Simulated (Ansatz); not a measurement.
# CH7NOSi: up Jacob's ladder to CCSD(T)

An exercise on one series of results from a longer session: the logs are not shown, and one member is left open.

Program: Ansatz 0.2.0, Gaussian basis. Level of theory: functionals in def2-TZVPP, the program's frozen cores in correlated methods. These are calculated values, not measurements.

Plan: LDA (SPW92), PBE-D4, revPBE-D4, BLYP-D4, r2SCAN-D4, B97M-V, PBE0-D4, B3LYP-D4, r2SCANh-D4, r2SCAN0-D4, HSE06-D4, BHLYP-D4, CAM-B3LYP-D4, LC-ωPBE, ωB97X-V, ωB97M-V, B2PLYP, PBE-QIDH; CCSD(T)/def2-SVP; CCSD(T)/def2-TZVPP; MP2/def2-QZVPP; extrapolation to the limit; RPA on PBE.

### The geometry

The geometry comes from an earlier relaxation with PBE0-D4 in a triple-zeta def2 set; it is a stationary point, not always the lowest conformer.

11 atoms, charge 0, spin multiplicity 1.

Atoms are counted from 1 here; the program's logs count them from 0.

Bond lengths: O1–C2 1.405 Å, O1–H5 0.962 Å, C2–N3 1.433 Å, C2–H6 1.095 Å, C2–H7 1.100 Å, N3–Si4 1.720 Å, N3–H8 1.009 Å, Si4–H9 1.487 Å, Si4–H10 1.493 Å, Si4–H11 1.485 Å. Angles: C2–O1–H5 107.2°, O1–C2–N3 112.6°, O1–C2–H6 104.7°, O1–C2–H7 111.2°, N3–C2–H6 112.6°, N3–C2–H7 107.8°, H6–C2–H7 107.8°, C2–N3–Si4 124.6°, C2–N3–H8 113.6°, Si4–N3–H8 119.4°, N3–Si4–H9 108.0°, N3–Si4–H10 115.2°, N3–Si4–H11 107.6°, H9–Si4–H10 107.2°, H9–Si4–H11 111.1°, H10–Si4–H11 107.9°.

Set-up of the first run:

in.yaml

```yaml
crystal:
  periodic: [false, false, false]
  atoms:
    - {symbol: O, position_ang: [-1.208047, 1.808493, -0.668445]}
    - {symbol: C, position_ang: [-0.009832, 1.197842, -0.260631]}
    - {symbol: N, position_ang: [0.021486, -0.204329, -0.552250]}
    - {symbol: Si, position_ang: [0.472501, -1.425885, 0.571195]}
    - {symbol: H, position_ang: [-1.930730, 1.291129, -0.299343]}
    - {symbol: H, position_ang: [0.776947, 1.753104, -0.781327]}
    - {symbol: H, position_ang: [0.150847, 1.320619, 0.820361]}
    - {symbol: H, position_ang: [0.033222, -0.410530, -1.539677]}
    - {symbol: H, position_ang: [-0.212699, -1.140461, 1.860065]}
    - {symbol: H, position_ang: [1.934428, -1.515513, 0.858066]}
    - {symbol: H, position_ang: [0.037078, -2.731568, 0.012687]}
basis:
  gaussian: {orbitals: def2-TZVPP}
hamiltonian: {xc: lda}
output: {orbitals: {seedname: orbitals}}
```

Among the steps run: LDA; PBE-D4 (GGA); revPBE-D4 (GGA); BLYP-D4 (GGA); r2SCAN-D4 (meta-GGA); B97M-V (meta-GGA); PBE0-D4 (hybrid); B3LYP-D4 (hybrid); r2SCANh-D4 (hybrid); r2SCAN0-D4 (hybrid); HSE06-D4 (hybrid); BHLYP-D4 (hybrid); CAM-B3LYP-D4 (range-separated); LC-ωPBE (range-separated); ωB97X-V (range-separated); ωB97M-V (range-separated); B2PLYP (double hybrid); PBE-QIDH (double hybrid).

One table of the session follows, with a row left open; its other results are not shown here.

It belongs to the step «Frontier levels by functional». 

| functional | HOMO (eV) | LUMO (eV) | gap (eV) |
| --- | --- | --- | --- |
| LDA (SPW92) | -5.98 | -0.72 | 5.26 |
| PBE-D4 | -5.85 | -0.49 | 5.36 |
| revPBE-D4 | -5.80 | -0.38 | 5.42 |
| BLYP-D4 | -5.76 | -0.40 | 5.35 |
| r2SCAN-D4 | -6.14 | 0.00 | 6.14 |
| B97M-V | -6.31 | -0.35 | 5.96 |
| PBE0-D4 | -7.25 | 0.34 | 7.59 |
| B3LYP-D4 | -7.03 | 0.09 | 7.12 |
| r2SCANh-D4 | -6.66 | 0.27 | 6.93 |
| r2SCAN0-D4 | -7.45 | 0.65 | 8.10 |
| HSE06-D4 | -6.84 | -0.03 | 6.81 |
| BHLYP-D4 | -8.58 | 1.09 | 9.67 |
| CAM-B3LYP-D4 | -8.66 | 1.23 | 9.89 |
| LC-ωPBE | ? | ? | ? |
| ωB97X-V | -9.67 | 2.28 | 11.95 |
| ωB97M-V | -9.59 | 1.89 | 11.48 |

Estimate the missing values for LC-ωPBE.

**Answer.** HOMO (eV): -10.02; LUMO (eV): 2.44; gap (eV): 12.46. In the column «HOMO (eV)» it is the lowest.
